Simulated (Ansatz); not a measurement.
# C3H9InO2: basis-set convergence

The task here is to estimate one member of a computed series from the others.

Computed with Ansatz 0.2.0, Gaussian basis. Level: one geometry, several basis sets.

Levels to be run: PBE0-D4/def2-SVP; ωB97M-V/def2-SVP; PBE0-D4/def2-QZVPP; ωB97M-V/def2-QZVPP; the functionals' def2-TZVPP values are taken from earlier runs.

### The relaxed structure

An earlier PBE0-D4 in a triple-zeta def2 set relaxation fixed the geometry. In takes the def2 core potential; no spin-orbit term is included.

SMILES `C[CH](C)[In]([OH])[OH]`, 15 atoms, charge 0, spin multiplicity 1.

Atoms are counted from 1 here; the program's logs count them from 0.

Bond lengths: C1–C2 1.521 Å, C1–H7 1.094 Å, C1–H8 1.093 Å, C1–H9 1.097 Å, C2–C3 1.522 Å, C2–In4 2.173 Å, C2–H10 1.095 Å, C3–H11 1.097 Å, C3–H12 1.093 Å, C3–H13 1.094 Å, In4–O5 1.986 Å, In4–O6 1.988 Å, O5–H14 0.960 Å, O6–H15 0.960 Å. Angles: C2–C1–H7 111.8°, C2–C1–H8 112.5°, C2–C1–H9 110.4°, H7–C1–H8 107.6°, H7–C1–H9 106.9°, H8–C1–H9 107.3°, C1–C2–C3 112.1°, C1–C2–In4 111.3°, C1–C2–H10 109.0°, C3–C2–In4 111.4°, C3–C2–H10 108.8°, In4–C2–H10 103.9°, C2–C3–H11 110.3°, C2–C3–H12 112.6°, C2–C3–H13 111.9°, H11–C3–H12 107.4°, H11–C3–H13 106.8°, H12–C3–H13 107.6° and more.

Set-up of the first run:

in.yaml reads:

```yaml
crystal:
  periodic: [false, false, false]
  atoms:
    - {symbol: C, position_ang: [-1.154930, 0.711151, 1.080988]}
    - {symbol: C, position_ang: [0.146910, 0.604572, 0.301655]}
    - {symbol: C, position_ang: [0.118015, 1.430102, -0.976964]}
    - {symbol: In, position_ang: [0.655759, -1.468028, -0.105615]}
    - {symbol: O, position_ang: [2.132279, -2.160607, -1.239525]}
    - {symbol: O, position_ang: [-0.310644, -3.059803, 0.589919]}
    - {symbol: H, position_ang: [-2.004798, 0.329867, 0.507412]}
    - {symbol: H, position_ang: [-1.121969, 0.163778, 2.026225]}
    - {symbol: H, position_ang: [-1.374374, 1.759721, 1.317658]}
    - {symbol: H, position_ang: [0.969541, 0.959443, 0.931403]}
    - {symbol: H, position_ang: [-0.087362, 2.482753, -0.745937]}
    - {symbol: H, position_ang: [1.065176, 1.393948, -1.520603]}
    - {symbol: H, position_ang: [-0.668097, 1.096529, -1.660580]}
    - {symbol: H, position_ang: [2.666777, -1.464867, -1.628088]}
    - {symbol: H, position_ang: [-1.053979, -2.829158, 1.151153]}
basis:
  gaussian: {orbitals: def2-SVP}
hamiltonian: {xc: pbe0, dispersion: d4}
output: {orbitals: {seedname: orbitals}}
```

On the command line:

```bash
> ansatz run in.yaml --threads 4 --pin off --events-out ev --progress --plain --max-ram 11315MiB
```

Steps of the session up to this table: PBE0-D4 in def2-SVP; ωB97M-V in def2-SVP; PBE0-D4 in def2-QZVPP; ωB97M-V in def2-QZVPP.

One table of the session follows, with a row left open; its other results are not shown here.

It belongs to the step «Density functionals: the series». 

| functional | basis | HOMO (eV) |
| --- | --- | --- |
| PBE0-D4 | def2-SVP | ? |
| PBE0-D4 | def2-TZVPP | -7.30 |
| PBE0-D4 | def2-QZVPP | -7.33 |
| ωB97M-V | def2-SVP | -9.34 |
| ωB97M-V | def2-TZVPP | -9.46 |
| ωB97M-V | def2-QZVPP | -9.49 |

Estimate the missing values for PBE0-D4, def2-SVP.

The run gave: HOMO (eV): -7.19. In the column «HOMO (eV)» it is the highest.
